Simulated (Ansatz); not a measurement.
# GaIr: energy and stress against strain

This session takes GaIr and sets out to see how energy and stress answer to the strain pattern (0, 0, 0, 1, 0, 0).

Program: Ansatz 0.2.0. Level of theory: DFT r2SCAN, scalar-relativistic, plane waves, PAW. These are calculated values, not measurements.

## (1) Starting point

It takes space group Pm-3m (No. 221, cubic). Conventional cell: a = 3.004 Å, b = 3.004 Å, c = 3.004 Å, α = 90.00°, β = 90.00°, γ = 90.00°. Ga (site symmetry m-3m) is surrounded by 8 Ir at 2.60 Å. Ir (site symmetry m-3m) is surrounded by 8 Ga at 2.60 Å.

Structure file:

```xyz
2
Lattice="3.0040 0.0000 0.0000 0.0000 3.0040 0.0000 0.0000 0.0000 3.0040" Properties=species:S:1:pos:R:3 pbc="T T T"
Ga    0.0000    0.0000    0.0000
Ir    1.5020    1.5020    1.5020
```

No relaxation comes first: the listed cell is the starting point.

## (2) The reference cell

Reference values: F = -15739.8455 eV; pressure 5.68 GPa; largest force 0.000 eV/Å; gap on the mesh none (metal). It was computed beforehand with the settings of the runs below.

## (3) The scan: energy and stress against strain

The cell is strained by ε times the Voigt pattern (0, 0, 0, 1, 0, 0) (xx, yy, zz, yz, xz, xy; engineering shear), with fractional coordinates fixed (clamped ions). The stress on the pattern is the sum of the stress components weighted by it, tension positive.

## (4) At ε = -0.0400

File input.yaml:

```yaml
crystal:
  lattice:
    - [3.004, 0.0, 0.0]
    - [0.0, 3.004, -0.06008]
    - [0.0, -0.06008, 3.004]
  atoms:
    - { symbol: Ga, position: [0.0, 0.0, 0.0] }
    - { symbol: Ir, position: [0.5, 0.5, 0.5] }
basis:
  ecutwfc: 500
kpoints:
  mp_grid: { grid: [16, 16, 16] }
hamiltonian:
  xc: r2scan
scf:
  occupations: { method: gaussian, width: 0.15 }
output:
  forces: true
  stress: true
  eigenvalues: true
```

Run with:

```console
> ansatz run input.yaml --threads 1 --pin off --max-ram 2560MiB --backend cpu --events-out ev --progress --plain --runs-dir out
```

## (5) ε = 0.0300

input.yaml, as its differences from that of step 4:

```diff
@@ -3,4 +3,4 @@
     - [3.004, 0.0, 0.0]
-    - [0.0, 3.004, -0.06008]
-    - [0.0, -0.06008, 3.004]
+    - [0.0, 3.004, 0.04506]
+    - [0.0, 0.04506, 3.004]
   atoms:
```

## (6) Point ε = -0.0200

input.yaml, as its differences from that of step 5:

```diff
@@ -3,4 +3,4 @@
     - [3.004, 0.0, 0.0]
-    - [0.0, 3.004, 0.04506]
-    - [0.0, 0.04506, 3.004]
+    - [0.0, 3.004, -0.03004]
+    - [0.0, -0.03004, 3.004]
   atoms:
```

## (7) At ε = 0.0100

input.yaml, as its differences from that of step 6:

```diff
@@ -3,4 +3,4 @@
     - [3.004, 0.0, 0.0]
-    - [0.0, 3.004, -0.03004]
-    - [0.0, -0.03004, 3.004]
+    - [0.0, 3.004, 0.01502]
+    - [0.0, 0.01502, 3.004]
   atoms:
```

## (8) Point ε = 0.0350

input.yaml, as its differences from that of step 7:

```diff
@@ -3,4 +3,4 @@
     - [3.004, 0.0, 0.0]
-    - [0.0, 3.004, 0.01502]
-    - [0.0, 0.01502, 3.004]
+    - [0.0, 3.004, 0.05257]
+    - [0.0, 0.05257, 3.004]
   atoms:
@@ -20 +20,5 @@
   eigenvalues: true
+  write_density: true
+  write_potential: true
+  elf: true
+  volumetric_format: npy
```

## (9) Point ε = 0.0250

input.yaml, as its differences from that of step 8:

```diff
@@ -3,4 +3,4 @@
     - [3.004, 0.0, 0.0]
-    - [0.0, 3.004, 0.05257]
-    - [0.0, 0.05257, 3.004]
+    - [0.0, 3.004, 0.03755]
+    - [0.0, 0.03755, 3.004]
   atoms:
@@ -20,5 +20 @@
   eigenvalues: true
-  write_density: true
-  write_potential: true
-  elf: true
-  volumetric_format: npy
```

## (10) Point ε = 0.0150

input.yaml, as its differences from that of step 9:

```diff
@@ -3,4 +3,4 @@
     - [3.004, 0.0, 0.0]
-    - [0.0, 3.004, 0.03755]
-    - [0.0, 0.03755, 3.004]
+    - [0.0, 3.004, 0.02253]
+    - [0.0, 0.02253, 3.004]
   atoms:
```

## (11) Point ε = 0.0050

input.yaml, as its differences from that of step 10:

```diff
@@ -3,4 +3,4 @@
     - [3.004, 0.0, 0.0]
-    - [0.0, 3.004, 0.02253]
-    - [0.0, 0.02253, 3.004]
+    - [0.0, 3.004, 0.00751]
+    - [0.0, 0.00751, 3.004]
   atoms:
```

(Steps that only read results are left out.)

What does the calculation give? Wanted: slope of the stress at ε = 0, from the points at -0.0200, 0 and 0.0050.

As calculated:

| quantity | value |
| --- | --- |
| slope of the stress at ε = 0, from the points at -0.0200, 0 and 0.0050 | 78 GPa |

In words: The slope of the stress at zero strain, 78 GPa, estimates C44 with clamped ions in this Cartesian frame; letting the atoms relax could not make it stiffer. The reference stands under 5.7 GPa, so this is no zero-stress constant. No sampled point lies below the undisturbed cell. Spin-orbit coupling is left out for Ir.
